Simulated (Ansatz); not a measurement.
# HfSc2O3: the cost of one run

Method: DFT PBE, scalar-relativistic, plane waves, PAW, in Ansatz 0.2.0.

### 1 The starting structure

Symmetry: P6/mmm, No. 191, hexagonal system. Conventional cell: a = 4.194 Å, b = 4.194 Å, c = 6.415 Å, α = 90.00°, β = 90.00°, γ = 120.00°. Around Hf (site symmetry 6/mmm) lie 6 O at 2.10 Å. Sc (site symmetry -6m2) is surrounded by 3 Sc at 2.42 Å. Around O (site symmetry mmm) lie 4 O at 2.10 Å and 2 Hf at 2.10 Å.

Coordinates:

```xyz
6
Lattice="4.1941 0.0000 0.0000 -2.0970 3.6322 0.0000 0.0000 0.0000 6.4147" Properties=species:S:1:pos:R:3 pbc="T T T"
Hf    0.0000    0.0000    0.0000
Sc    0.0000    2.4214    3.2074
Sc    2.0970    1.2107    3.2074
O     2.0970    0.0000    0.0000
O    -1.0485    1.8161    0.0000
O     1.0485    1.8161    0.0000
```

A structure generator made this guess: random cell by space group and Wyckoff sites (P6/mmm, No. 191). The dimensions are guesses.

### 2 The guess as it stands, on a coarse mesh

File input.yaml:

```yaml
crystal:
  lattice:
    - [4.19406029, 0.0, 0.0]
    - [-2.09703014, 3.63216275, 0.0]
    - [0.0, 0.0, 6.41474748]
  atoms:
    - { symbol: Hf, position: [0.0, 0.0, 0.0] }
    - { symbol: Sc, position: [0.33333333, 0.66666667, 0.5] }
    - { symbol: Sc, position: [0.66666667, 0.33333333, 0.5] }
    - { symbol: O, position: [0.5, 0.0, 0.0] }
    - { symbol: O, position: [0.0, 0.5, 0.0] }
    - { symbol: O, position: [0.5, 0.5, 0.0] }
basis:
  ecutwfc: 420
kpoints:
  mp_grid: { grid: [6, 6, 4] }
hamiltonian:
  xc: pbe
scf:
  occupations: { method: gaussian, width: 0.1 }
  lower_state_search: "off"
output:
  forces: true
  stress: true
  eigenvalues: true
```

On the command line:

```sh
> ansatz run input.yaml --threads 1 --pin off --max-ram 2560MiB --backend cpu --events-out ev --progress --plain --runs-dir out
```

Q: Estimate wall time and peak memory on 1 thread of Intel Xeon at 2.50GHz (Skylake/Cascade Lake), shared host.

About 9.9 s, with a peak of 0.43 GiB.
